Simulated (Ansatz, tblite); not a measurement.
**The cluster Sn₃Se₂: rung by rung**

How do method and basis change the picture of the cluster Sn₃Se₂ (singlet)?

Program: Ansatz 0.2.0, Gaussian basis. Level of theory: as each input shows. These are calculated values, not measurements.

Plan: GFN1-xTB, GFN2-xTB, PBE-D4/def2-TZVP, r2SCAN-D4/def2-TZVP, HSE06-D4/def2-TZVP, r2SCANh-D4/def2-TZVP, PBE-QIDH/def2-TZVP, PBE-D4/def2-SVP, PBE0-D4/def2-SVP, CCSD(T)/def2-SVP, MP2/def2-TZVP.

5 further runs of the same task are left out: 5 set aside as unsound or not needed. Runs told in other sessions of the task aren't counted.

### 1 The structure

The singlet was relaxed beforehand with PBE0-D4/def2-SVP. At that level it is the lowest of the isomers that a small search found.

5 atoms, charge 0, spin multiplicity 1.

Bond lengths: Sn1–Se4 2.681 Å, Sn1–Se5 2.681 Å, Sn2–Se4 2.856 Å, Sn2–Se5 2.856 Å, Sn3–Se4 2.681 Å, Sn3–Se5 2.681 Å. Angles: Se4–Sn1–Se5 84.6°, Se4–Sn2–Se5 78.3°, Se4–Sn3–Se5 84.6°, Sn1–Se4–Sn2 65.6°, Sn1–Se4–Sn3 95.4°, Sn2–Se4–Sn3 65.6°, Sn1–Se5–Sn2 65.6°, Sn1–Se5–Sn3 95.4°, Sn2–Se5–Sn3 65.6°.

Sn takes a core potential in the def2 sets. No spin-orbit coupling is included.

PBE0-D4/def2-TZVP was run before; its log isn't repeated, and its numbers join the tables.

### 2 GFN1-xTB

Tight binding, by tblite at 300 K electronic temperature and without a spin-polarisation term:

```python
tblite.interface.Calculator('GFN1-xTB', numbers, positions, charge=0, uhf=0).singlepoint()
```

Energy -390.2777 eV, HOMO -9.22 eV, LUMO -7.12 eV; 0.004 s.

### 3 GFN2-xTB

Tight binding, by tblite at 300 K electronic temperature and without a spin-polarisation term:

```python
tblite.interface.Calculator('GFN2-xTB', numbers, positions, charge=0, uhf=0).singlepoint()
```

Energy -350.9353 eV, HOMO -10.50 eV, LUMO -8.69 eV; 0.006 s.

### 4 PBE-D4/def2-TZVP

start.molden holds the orbitals of an earlier run on this state, given as this run's starting guess.

Input file in.yaml:

```yaml
crystal:
  periodic: [false, false, false]
  atoms:
    - {symbol: Sn, position_ang: [0.348688, -0.439375, 1.958506]}
    - {symbol: Sn, position_ang: [0.728133, -1.383737, -0.867022]}
    - {symbol: Sn, position_ang: [-0.729644, 1.163335, -1.504880]}
    - {symbol: Se, position_ang: [1.399280, 1.209361, 0.123971]}
    - {symbol: Se, position_ang: [-1.746458, -0.549592, 0.289415]}
basis:
  gaussian: {orbitals: def2-TZVP, initial_orbitals: start.molden}
hamiltonian: {xc: pbe, dispersion: d4}
scf: {omitted_lower_state_checks: [starts]}
output: {forces: true, orbitals: {seedname: orbitals}}
```

Command:

```bash
$ ansatz run in.yaml --threads 4 --pin off --events-out ev --progress --plain --max-ram 4787MiB
```

Log:

```text
Functional definition: PBE
  name "PBE"
  cite "Perdew, Burke & Ernzerhof, Phys. Rev. Lett. 77, 3865 (1996) doi:10.1103/PhysRevLett.77.3865"
  parent pbe
  parameter kappa = 0.804
  parameter beta = 0.06672455060314922
  exchange = pbe_x(kappa = kappa, mu = beta*pi^2/3)
  correlation = pbe_c(beta = beta)
these checks for a lower state are left out or cut short: starts
1938 factors; their error is unknown
mean field evaluation 1: about -148180.5802 eV, gradient 1.3e1 eV
mean field evaluation 2: about -148180.7456 eV, gradient 2.1e-1 eV
mean field evaluation 4: about -148180.6806 eV, gradient 7.1e-4 eV
mean field -148180.68063029 eV, -5445.5395726905 hartree, gradient 1.0e-5 eV, S^2 0.000000; 0 other end points of the search recorded, 0 dependent functions left out
the calculation of the forces begins
reference -148180.68067013 eV, -5445.5395741545 hartree; 67, 67 occupied and 179, 179 virtual orbitals, 1938 factors
Total energy: -148181.11154666 eV, -5445.5554085750 hartree
Atom 0 at     0.348688    -0.439375     1.958506 Å, force     0.016347    -0.017354     0.127216 eV/Å
Atom 1 at     0.728133    -1.383737    -0.867022 Å, force     0.023913    -0.045502    -0.028556 eV/Å
Atom 2 at    -0.729644     1.163335    -1.504880 Å, force    -0.050226     0.081728    -0.086928 eV/Å
Atom 3 at     1.399280     1.209361     0.123971 Å, force     0.127564     0.059145    -0.012346 eV/Å
Atom 4 at    -1.746458    -0.549592     0.289415 Å, force    -0.117599    -0.078018     0.000613 eV/Å
Dipole moment:     0.051444    -0.097759    -0.061251 e Å
Checks for a lower state left out: starts
```

It took 4.5 s on 4 threads of Arm Neoverse V2, shared host.

Report: HOMO -5.00 eV, LUMO -3.01 eV.

### 5 r2SCAN-D4/def2-TZVP

in.yaml: that of step 4 with these lines changed.

```diff
@@ -10,4 +10,4 @@
   gaussian: {orbitals: def2-TZVP, initial_orbitals: start.molden}
-hamiltonian: {xc: pbe, dispersion: d4}
+hamiltonian: {xc: r2scan, dispersion: d4}
 scf: {omitted_lower_state_checks: [starts]}
-output: {forces: true, orbitals: {seedname: orbitals}}
+output: {orbitals: {seedname: orbitals}}
```

The command is unchanged.

Log:

```text
Functional definition: r2SCAN
  name "r2SCAN"
  cite "Furness, Kaplan, Ning, Perdew & Sun, J. Phys. Chem. Lett. 11, 8208 (2020) doi:10.1021/acs.jpclett.0c02405"
  cite "Furness, Kaplan, Ning, Perdew & Sun, J. Phys. Chem. Lett. 11, 9248 (2020) doi:10.1021/acs.jpclett.0c03077"
  parent r2scan
  parameter k0 = 0.174
  parameter k1 = 0.065
  parameter a1 = 4.9479
  exchange = r2scan_x(k0 = k0, k1 = k1, a1 = a1)
  correlation = r2scan_c
these checks for a lower state are left out or cut short: starts
1938 factors; their error is unknown
mean field evaluation 1: about -148206.0545 eV, gradient 1.0e1 eV
mean field evaluation 2: about -148206.1455 eV, gradient 1.3e-1 eV
mean field evaluation 4: about -148206.0826 eV, gradient 2.3e-4 eV
mean field -148206.08258285 eV, -5446.4730772288 hartree, gradient 2.6e-5 eV, S^2 0.000000; 0 other end points of the search recorded, 0 dependent functions left out
reference -148206.08259573 eV, -5446.4730777020 hartree; 67, 67 occupied and 179, 179 virtual orbitals, 1938 factors
Total energy: -148206.15703699 eV, -5446.4758133682 hartree
Checks for a lower state left out: starts
```

Run time: 9 s. Hardware: 4 threads of Arm Neoverse V2, shared host.

Report: HOMO -5.22 eV, LUMO -3.05 eV.

### 6 HSE06-D4/def2-TZVP

in.yaml: that of step 5 with these lines changed.

```diff
@@ -10,3 +10,3 @@
   gaussian: {orbitals: def2-TZVP, initial_orbitals: start.molden}
-hamiltonian: {xc: r2scan, dispersion: d4}
+hamiltonian: {xc: hse06, dispersion: d4}
 scf: {omitted_lower_state_checks: [starts]}
```

The command is unchanged.

Log, shortened:

```text
Functional definition: HSE06
  name "HSE06"
  cite "Heyd, Scuseria & Ernzerhof, J. Chem. Phys. 118, 8207 (2003) doi:10.1063/1.1564060"
  cite "Krukau, Vydrov, Izmaylov & Scuseria, J. Chem. Phys. 125, 224106 (2006) doi:10.1063/1.2404663"
  cite "Heyd & Scuseria, J. Chem. Phys. 120, 7274 (2004) doi:10.1063/1.1668634"
  cite "Ernzerhof & Perdew, J. Chem. Phys. 109, 3313 (1998) doi:10.1063/1.476928"
  cite "Perdew, Burke & Ernzerhof, Phys. Rev. Lett. 77, 3865 (1996) doi:10.1103/PhysRevLett.77.3865"
  parent pbe
[...]
  # The whole range is PBE's own exchange, as in plane waves. The composition of these papers is wPBEh.
[...]
2207 factors; their error is unknown
97 factors; integrals over basis functions are off by at most 4.3e-7 eV
[...]
mean field -148185.21777812 eV, -5445.7063097978 hartree, gradient 1.8e-5 eV, S^2 0.000000; 0 other end points of the search recorded, 0 dependent functions left out
reference -148185.21781832 eV, -5445.7063112751 hartree; 67, 67 occupied and 179, 179 virtual orbitals, 2207 factors
Total energy: -148185.58047824 eV, -5445.7196387814 hartree
Checks for a lower state left out: starts
```

Run time: 9.5 s. Hardware: 4 threads of Arm Neoverse V2, shared host; peak memory 1.5 GiB.

Report: HOMO -5.36 eV, LUMO -2.85 eV.

### 7 r2SCANh-D4/def2-TZVP

in.yaml: that of step 6 with these lines changed.

```diff
@@ -10,3 +10,3 @@
   gaussian: {orbitals: def2-TZVP, initial_orbitals: start.molden}
-hamiltonian: {xc: hse06, dispersion: d4}
+hamiltonian: {xc: {name: r2SCANh}, dispersion: d4}
 scf: {omitted_lower_state_checks: [starts]}
```

Launched as before.

Log, shortened:

```text
Functional definition: r2SCANh
  name "r2SCANh"
  cite "Bursch, Neugebauer, Ehlert & Grimme, J. Chem. Phys. 156, 134105 (2022) doi:10.1063/5.0086040"
  cite "Furness, Kaplan, Ning, Perdew & Sun, J. Phys. Chem. Lett. 11, 8208 (2020) doi:10.1021/acs.jpclett.0c02405"
  cite "Furness, Kaplan, Ning, Perdew & Sun, J. Phys. Chem. Lett. 11, 9248 (2020) doi:10.1021/acs.jpclett.0c03077"
  parent r2scan
[...]
1989 factors; their error is unknown
[...]
mean field -148204.89296037 eV, -5446.4293594091 hartree, gradient 2.0e-5 eV, S^2 0.000000; 0 other end points of the search recorded, 0 dependent functions left out
reference -148204.89297221 eV, -5446.4293598443 hartree; 67, 67 occupied and 179, 179 virtual orbitals, 1989 factors
Total energy: -148204.98145813 eV, -5446.4326116419 hartree
Checks for a lower state left out: starts
```

Run time: 13 s. Hardware: 4 threads of Arm Neoverse V2, shared host; peak memory 1.4 GiB.

From the report: HOMO -5.48 eV, LUMO -2.85 eV.

### 8 PBE-QIDH/def2-TZVP

in.yaml: that of step 7 with these lines changed.

```diff
@@ -10,4 +10,3 @@
   gaussian: {orbitals: def2-TZVP, initial_orbitals: start.molden}
-hamiltonian: {xc: {name: r2SCANh}, dispersion: d4}
+hamiltonian: {xc: {name: PBE-QIDH}}
 scf: {omitted_lower_state_checks: [starts]}
-output: {orbitals: {seedname: orbitals}}
```

Same command.

Log, shortened:

```text
Functional definition: PBE-QIDH
  name "PBE-QIDH"
  cite "Brémond, Sancho-García, Pérez-Jiménez & Adamo, J. Chem. Phys. 141, 031101 (2014) doi:10.1063/1.4890314"
  cite "Perdew, Burke & Ernzerhof, Phys. Rev. Lett. 77, 3865 (1996) doi:10.1103/PhysRevLett.77.3865"
[...]
2094 factors; integrals over basis functions are off by at most 8.9e-4 eV
[...]
mean field -148136.46484640 eV, -5443.9146726030 hartree, gradient 4.8e-6 eV, S^2 0.000000; 0 other end points of the search recorded, 0 dependent functions left out
30 core orbitals not correlated: weight in the atoms' cores, before any rotation towards them, 1.000 or more for the frozen orbitals, at most 0.000 for the correlated occupied ones
reference -148136.46485871 eV, -5443.9146730553 hartree; 37, 37 occupied and 179, 179 virtual orbitals, 2094 factors
second order -45.57216779 eV of doubles, -0.00000000 eV of singles
Total energy: -148151.65558131 eV, -5444.4729218141 hartree
Checks for a lower state left out: starts
```

Run time: 14 s. Hardware: 4 threads of Arm Neoverse V2, shared host; peak memory 1.1 GiB.

### 9 PBE-D4/def2-SVP

in.yaml: that of step 8 with these lines changed.

```diff
@@ -9,4 +9,5 @@
 basis:
-  gaussian: {orbitals: def2-TZVP, initial_orbitals: start.molden}
-hamiltonian: {xc: {name: PBE-QIDH}}
+  gaussian: {orbitals: def2-SVP, initial_orbitals: start.molden}
+hamiltonian: {xc: pbe, dispersion: d4}
 scf: {omitted_lower_state_checks: [starts]}
+output: {orbitals: {seedname: orbitals}}
```

Launched as before.

Log:

```text
Functional definition: PBE
  name "PBE"
  cite "Perdew, Burke & Ernzerhof, Phys. Rev. Lett. 77, 3865 (1996) doi:10.1103/PhysRevLett.77.3865"
  parent pbe
  parameter kappa = 0.804
  parameter beta = 0.06672455060314922
  exchange = pbe_x(kappa = kappa, mu = beta*pi^2/3)
  correlation = pbe_c(beta = beta)
these checks for a lower state are left out or cut short: starts
1565 factors; their error is unknown
mean field evaluation 1: about -148163.9767 eV, gradient 3.3e1 eV
mean field evaluation 2: about -148164.3277 eV, gradient 6.3e-1 eV
mean field evaluation 4: about -148164.1367 eV, gradient 1.0e-1 eV
mean field -148164.13670292 eV, -5444.9315945733 hartree, gradient 2.1e-5 eV, S^2 0.000000; 0 other end points of the search recorded, 0 dependent functions left out
reference -148164.13673623 eV, -5444.9315957974 hartree; 67, 67 occupied and 75, 75 virtual orbitals, 1565 factors
Total energy: -148164.56761276 eV, -5444.9474302179 hartree
Checks for a lower state left out: starts
```

It took 1.8 s on 4 threads of Arm Neoverse V2, shared host.

From the report: HOMO -4.99 eV, LUMO -2.97 eV.

### 10 PBE0-D4/def2-SVP

in.yaml: that of step 9 with these lines changed.

```diff
@@ -10,3 +10,3 @@
   gaussian: {orbitals: def2-SVP, initial_orbitals: start.molden}
-hamiltonian: {xc: pbe, dispersion: d4}
+hamiltonian: {xc: pbe0, dispersion: d4}
 scf: {omitted_lower_state_checks: [starts]}
```

Same command.

Log:

```text
Functional definition: PBE0
  name "PBE0"
  cite "Adamo & Barone, J. Chem. Phys. 110, 6158 (1999) doi:10.1063/1.478522"
  cite "Perdew, Burke & Ernzerhof, Phys. Rev. Lett. 77, 3865 (1996) doi:10.1103/PhysRevLett.77.3865"
  parent pbe
  parameter a = 0.25
  parameter kappa = 0.804
  parameter beta = 0.06672455060314922
  exchange = (1 - a)*pbe_x(kappa = kappa, mu = beta*pi^2/3) + a*exact_x
  correlation = pbe_c(beta = beta)
these checks for a lower state are left out or cut short: starts
1640 factors; integrals over basis functions are off by at most 2.7e-4 eV
mean field evaluation 1: about -148168.4022 eV, gradient 3.0e1 eV
mean field evaluation 2: about -148168.5627 eV, gradient 2.8e-1 eV
mean field evaluation 4: about -148168.6028 eV, gradient 4.5e-4 eV
mean field -148168.60281950 eV, -5445.0957213306 hartree, gradient 1.5e-5 eV, S^2 0.000000; 0 other end points of the search recorded, 0 dependent functions left out
reference -148168.60284446 eV, -5445.0957222479 hartree; 67, 67 occupied and 75, 75 virtual orbitals, 1640 factors
Total energy: -148168.97189572 eV, -5445.1092846313 hartree
Checks for a lower state left out: starts
```

It took 3.7 s on 4 threads of Arm Neoverse V2, shared host.

HOMO -5.75 eV, LUMO -2.48 eV.

### 11 CCSD(T)/def2-SVP

in.yaml: that of step 10 with these lines changed.

```diff
@@ -10,3 +10,3 @@
   gaussian: {orbitals: def2-SVP, initial_orbitals: start.molden}
-hamiltonian: {xc: pbe0, dispersion: d4}
+correlation: {method: ccsd_t}
 scf: {omitted_lower_state_checks: [starts]}
```

Same command.

Log, shortened:

```text
Functional definition: HF
  name "HF"
  cite "Fock, Z. Phys. 61, 126 (1930) doi:10.1007/BF01340294"
  parent pbe
[...]
1640 factors; integrals over basis functions are off by at most 2.7e-4 eV
[...]
mean field -148011.60236473 eV, -5439.3260610364 hartree, gradient 1.4e-6 eV, S^2 0.000000; 0 other end points of the search recorded, 0 dependent functions left out
30 core orbitals not correlated: weight in the atoms' cores, before any rotation towards them, 1.000 or more for the frozen orbitals, at most 0.000 for the correlated occupied ones
reference -148011.60236473 eV, -5439.3260610364 hartree; 37, 37 occupied and 75, 75 virtual orbitals, 1640 factors
second order -20.80899405 eV of doubles, -0.00000000 eV of singles
cycle   1  -20.11794176 eV  change    6.9e-1 eV  update   1.6e-1
[...]
cycle   9  -20.91110943 eV  change   -6.0e-5 eV  update   5.4e-5
perturbative correction -1.01112894 eV, -0.0371583033 hartree
Total energy: -148033.52460310 eV, -5440.1316884372 hartree
Checks for a lower state left out: starts
```

Run time: 41 s. Hardware: 4 threads of Arm Neoverse V2, shared host; peak memory 1.2 GiB.

Report: Hartree-Fock HOMO -7.10 eV, LUMO -0.11 eV; T1 0.014.

### 12 MP2/def2-TZVP

in.yaml: that of step 11 with these lines changed.

```diff
@@ -9,4 +9,4 @@
 basis:
-  gaussian: {orbitals: def2-SVP, initial_orbitals: start.molden}
-correlation: {method: ccsd_t}
+  gaussian: {orbitals: def2-TZVP, initial_orbitals: start.molden}
+correlation: {method: mp2}
 scf: {omitted_lower_state_checks: [starts]}
```

Launched as before.

Log, shortened:

```text
Functional definition: HF
  name "HF"
  cite "Fock, Z. Phys. 61, 126 (1930) doi:10.1007/BF01340294"
  parent pbe
[...]
2094 factors; integrals over basis functions are off by at most 8.9e-4 eV
[...]
mean field -148028.34865651 eV, -5439.9414759084 hartree, gradient 7.9e-7 eV, S^2 0.000000; 0 other end points of the search recorded, 0 dependent functions left out; unrestricted orbitals would lower it
30 core orbitals not correlated: weight in the atoms' cores, before any rotation towards them, 1.000 or more for the frozen orbitals, at most 0.000 for the correlated occupied ones
reference -148028.34865651 eV, -5439.9414759084 hartree; 37, 37 occupied and 179, 179 virtual orbitals, 2094 factors
second order -40.56551057 eV of doubles, -0.00000000 eV of singles
Total energy: -148068.91416708 eV, -5441.4322309254 hartree
Checks for a lower state left out: starts
```

It took 11 s on 4 threads of Arm Neoverse V2, shared host; peak memory 1.1 GiB.

Hartree-Fock HOMO -7.05 eV, LUMO -0.14 eV. Doubts: restricted state is unstable towards broken spin symmetry.

### 13 Levels side by side

```
               level  functions  HOMO (eV)  LUMO (eV)  gap (eV)   time
     PBE-D4/def2-SVP        142      -4.99      -2.97      2.02  1.8 s
    PBE-D4/def2-TZVP        246      -5.00      -3.01      1.99  4.5 s
 r2SCAN-D4/def2-TZVP        246      -5.22      -3.05      2.17    9 s
r2SCANh-D4/def2-TZVP        246      -5.48      -2.85      2.64   13 s
    PBE0-D4/def2-SVP        142      -5.75      -2.48      3.27  3.7 s
   PBE0-D4/def2-TZVP        246      -5.72      -2.50      3.22   11 s
  HSE06-D4/def2-TZVP        246      -5.36      -2.85      2.52  9.5 s
```

The pieces so far (eV):

```
    basis            HF  MP2 correlation  CCSD correlation      (T)               total
 def2-SVP  -148011.6024         -20.8090          -20.9111  -1.0111        -148033.5246
def2-TZVP  -148028.3487         -40.5655                             -148068.9142 (MP2)
```

The correlation energy is far from converged in these sets, so it jumps between bases; where outer-core shells are correlated, the sets cover them unevenly.

### 14 Binding energy

Free atoms were run apart at each level; binding is atoms less cluster, divided by the number of atoms, without zero-point or spin-orbit terms.

Differences are taken before rounding.

```
              method  binding an atom (eV)  from CCSD(T)/def2-SVP (eV)   time
         HF/def2-SVP                 1.405                      -1.035       
        HF/def2-TZVP                 1.455                      -0.985       
     PBE-D4/def2-SVP                 3.021                      +0.580  1.8 s
    PBE-D4/def2-TZVP                 3.035                      +0.594  4.5 s
 r2SCAN-D4/def2-TZVP                 2.903                      +0.462    9 s
r2SCANh-D4/def2-TZVP                 2.849                      +0.409   13 s
    PBE0-D4/def2-SVP                 2.854                      +0.414  3.7 s
   PBE0-D4/def2-TZVP                 2.884                      +0.444   11 s
  HSE06-D4/def2-TZVP                 2.887                      +0.447  9.5 s
  PBE-QIDH/def2-TZVP                 2.844                      +0.403   14 s
        MP2/def2-SVP                 2.597                      +0.157       
       MP2/def2-TZVP                 2.925                      +0.484   11 s
       CCSD/def2-SVP                 2.299                      -0.141       
    CCSD(T)/def2-SVP                 2.440                           0   41 s
```

Among the levels timed on like hardware and quicker than the yardstick, those that no quicker one beats, quickest first: PBE-D4/def2-SVP (1.8 s, +0.580 eV); PBE0-D4/def2-SVP (3.7 s, +0.414 eV); r2SCANh-D4/def2-TZVP (13 s, +0.409 eV); PBE-QIDH/def2-TZVP (14 s, +0.403 eV).

### 15 Results

| quantity | value |
| --- | --- |
| gap in def2-TZVP, named functionals, smallest and largest | 1.99 eV (PBE-D4), 3.22 eV (PBE0-D4) |
| correlation energy, CCSD(T)/def2-SVP | -21.92 eV |
| correlation energy, MP2/def2-TZVP | -40.57 eV |
| binding an atom, CCSD(T)/def2-SVP | 2.440 eV |
| PBE0 total energy, smallest basis above largest | 16.51 eV (def2-SVP, def2-TZVP) |

In words: Over the named functionals in def2-TZVP the gap runs from 1.99 eV (PBE-D4) to 3.22 eV (PBE0-D4); exact exchange widens it. The functionals in def2-TZVP miss CCSD(T)/def2-SVP by +0.403 (PBE-QIDH) to +0.594 eV (PBE-D4) an atom. The yardstick is in a double-zeta basis, so levels in larger sets aren't compared like for like. CCSD(T)/def2-SVP isn't at the basis-set limit; small misses against it rank nothing.

PBE-QIDH/def2-TZVP reaches 0.403 eV from the reference in 14 s, where CCSD(T)/def2-SVP took 41 s; the quickest level in the cost chart, PBE-D4/def2-SVP, takes 1.8 s and misses by 0.580 eV. The slowest run with a step of its own, CCSD(T)/def2-SVP, took 41 s; the quickest functional in def2-TZVP took 4.5 s (shared host).
